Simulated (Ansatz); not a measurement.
What does this script print? It uses the Ansatz DFT code, driven from Python.

Contents of `bh3s3.xyz`:
```text
7

S    -0.94330    1.56010    0.12780
B     0.14460    0.10720    0.05630
S     0.32460   -0.97230    1.56630
S     1.14590   -0.29570   -1.53130
H    -2.09370    0.83300   -0.32180
H     1.43960   -0.18600    2.03990
H     0.04350   -1.11430   -1.98280
```

Script `run_ip.py`:
```python
"""Vertical ionisation energy and electron affinity of BH3S3."""

import ansatz as az


def energy_of(molecule, charge=0, unpaired=0):
    calc = (
        molecule.calculation()
        .basis(gaussian="def2-SVPD")
        .functional("pbe0")
    )
    if charge:
        calc = calc.charge(charge)
    if unpaired:
        calc = calc.spin("collinear", total=unpaired)
    return calc.run().report["free_energy_ev"]


def main() -> None:
    geometry = az.Crystal.molecule_from_extxyz("bh3s3.xyz")

    # total-energy differences at one geometry
    parent = energy_of(geometry, 0, 0)
    cation = energy_of(geometry, 1, 1)
    print(f"E(N)   = {parent:.5f} eV")
    print(f"E(N-1) = {cation:.5f} eV  (1 unpaired)")
    print(f"vertical ionisation energy {cation - parent:.3f} eV")
    anion = energy_of(geometry, -1, 1)
    print(f"E(N+1) = {anion:.5f} eV  (1 unpaired)")
    print(f"vertical electron affinity {parent - anion:.3f} eV" + ("" if anion < parent else " (unbound in this basis)"))
    print(f"fundamental gap IP - EA = {cation + anion - 2 * parent:.3f} eV")


if __name__ == "__main__":
    main()
```

`python run_ip.py` gives:
```text
E(N)   = -33209.25602 eV
E(N-1) = -33200.61880 eV  (1 unpaired)
vertical ionisation energy 8.637 eV
E(N+1) = -33210.68574 eV  (1 unpaired)
vertical electron affinity 1.430 eV
fundamental gap IP - EA = 7.208 eV
```

At this unrelaxed geometry removing an electron costs 8.64 eV and adding one releases 1.43 eV.

Caveats:
- Total energies depend on the basis set; only differences at equal settings carry meaning.
- The geometry is a force-field or estimated start, not a minimum of this method, and the basis set is short of its limit. All parts are taken at fixed geometry, without zero-point energy. At an unrelaxed start these energies can be a whole eV from those at the minimum, and a small affinity can change sign.
- The whole script took 13 s on 1 thread of Intel(R) Xeon(R) 6975P-C (Granite Rapids), with other jobs on the host, peak memory 0.45 GiB.
